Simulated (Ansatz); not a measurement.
# C2H4Al2: ionisation energy by level of theory

One table from this session's results is given with a row withheld; the runs are named, their logs left out.

Program: Ansatz 0.2.0, Gaussian basis. Level of theory: unrestricted cation, the program's frozen cores in correlated methods. These are calculated values, not measurements.

Levels to be run: UKS PBE-D4/def2-TZVPP; UKS r2SCAN-D4/def2-TZVPP; UKS PBE0-D4/def2-TZVPP; UKS B3LYP-D4/def2-TZVPP; UKS wB97X-V/def2-TZVPP; UKS wB97M-V/def2-TZVPP; UKS B2PLYP/def2-TZVPP; UHF-MP2/def2-TZVPP; UHF-MP2/def2-QZVPP; then −ε(HOMO) from the neutral's earlier runs with LDA (SPW92), PBE-D4, revPBE-D4, BLYP-D4, r2SCAN-D4, B97M-V, PBE0-D4, B3LYP-D4, r2SCANh-D4, r2SCAN0-D4, HSE06-D4, BHLYP-D4, CAM-B3LYP-D4, LC-ωPBE, ωB97X-V, ωB97M-V.

1 further run of the same task is left out (it didn't finish). Runs told in other sessions of the task aren't counted.

### The geometry

All runs share one geometry, relaxed beforehand with PBE0-D4 in a triple-zeta def2 set.

SMILES `C=[C]1[AlH][AlH]1`, 8 atoms, charge 0, spin multiplicity 1.

Atoms are counted from 1 here; the program's logs count them from 0.

Bond lengths: C1–C2 1.346 Å, C1–H5 1.092 Å, C1–H6 1.092 Å, C2–Al3 1.857 Å, C2–Al4 2.038 Å, Al3–Al4 2.371 Å, Al3–H7 1.574 Å, Al4–H8 1.585 Å. Angles: C2–C1–H5 122.7°, C2–C1–H6 122.7°, H5–C1–H6 114.3°, C1–C2–Al3 159.8°, C1–C2–Al4 90.7°, Al3–C2–Al4 74.8°, C2–Al3–Al4 56.1°, C2–Al3–H7 134.5°, Al4–Al3–H7 160.7°, C2–Al4–Al3 49.1°, C2–Al4–H8 128.3°, Al3–Al4–H8 175.4°.

As a file:

```xyz
8

C    -0.58670    1.16320   -0.19293
C     0.50189    0.44025    0.12899
Al    1.75180   -0.93277    0.10310
Al   -0.59396   -1.27726    0.08226
H    -0.74955    1.57123   -1.19315
H    -1.33291    1.46756    0.54421
H     3.26752   -1.05262    0.50976
H    -2.16609   -1.43669   -0.03794
```

The first run:

in.yaml reads:

```yaml
crystal:
  periodic: [false, false, false]
  atoms:
    - {symbol: C, position_ang: [-0.586698, 1.163199, -0.192934]}
    - {symbol: C, position_ang: [0.501889, 0.440252, 0.128995]}
    - {symbol: Al, position_ang: [1.751796, -0.932767, 0.103098]}
    - {symbol: Al, position_ang: [-0.593965, -1.277261, 0.082259]}
    - {symbol: H, position_ang: [-0.749549, 1.571226, -1.193155]}
    - {symbol: H, position_ang: [-1.332908, 1.467559, 0.544211]}
    - {symbol: H, position_ang: [3.267523, -1.052616, 0.509762]}
    - {symbol: H, position_ang: [-2.166089, -1.436693, -0.037937]}
basis:
  gaussian: {orbitals: def2-TZVPP}
total_charge: 1
magnetization: {spin_polarized: true, initial_magnetization: 1}
hamiltonian: {xc: pbe, dispersion: d4}
```

On the command line:

```
> ansatz run in.yaml --threads 2 --pin off --events-out ev --progress --plain --max-ram 4352MiB
```

Steps of the session up to this table: Cation, UKS PBE-D4/def2-TZVPP; Cation, UKS r2SCAN-D4/def2-TZVPP; Cation, UKS PBE0-D4/def2-TZVPP; Cation, UKS B3LYP-D4/def2-TZVPP; Cation, UKS wB97X-V/def2-TZVPP; Cation, UKS wB97M-V/def2-TZVPP; Cation, UKS B2PLYP (frozen core)/def2-TZVPP; Cation, UHF-MP2/def2-TZVPP; Cation, UHF-MP2/def2-QZVPP.

One table of the session follows, with a row left open; its other results are not shown here.

For comparison, −ε(HOMO) of the neutral from earlier runs:

| functional | −ε(HOMO) (eV) |
| --- | --- |
| LDA (SPW92) | ? |
| PBE-D4 | 5.16 |
| revPBE-D4 | 5.12 |
| BLYP-D4 | 4.96 |
| r2SCAN-D4 | 5.32 |
| B97M-V | 5.33 |
| PBE0-D4 | 6.06 |
| B3LYP-D4 | 5.84 |
| r2SCANh-D4 | 5.66 |
| r2SCAN0-D4 | 6.17 |
| HSE06-D4 | 5.67 |
| BHLYP-D4 | 6.79 |
| CAM-B3LYP-D4 | 7.17 |
| LC-ωPBE | 8.43 |
| ωB97X-V | 8.13 |
| ωB97M-V | 7.98 |

Estimate the missing values for LDA (SPW92).

The run gave: −ε(HOMO) (eV): 5.27. In the column «−ε(HOMO) (eV)» it lies between PBE-D4 (5.16) and r2SCAN-D4 (5.32).
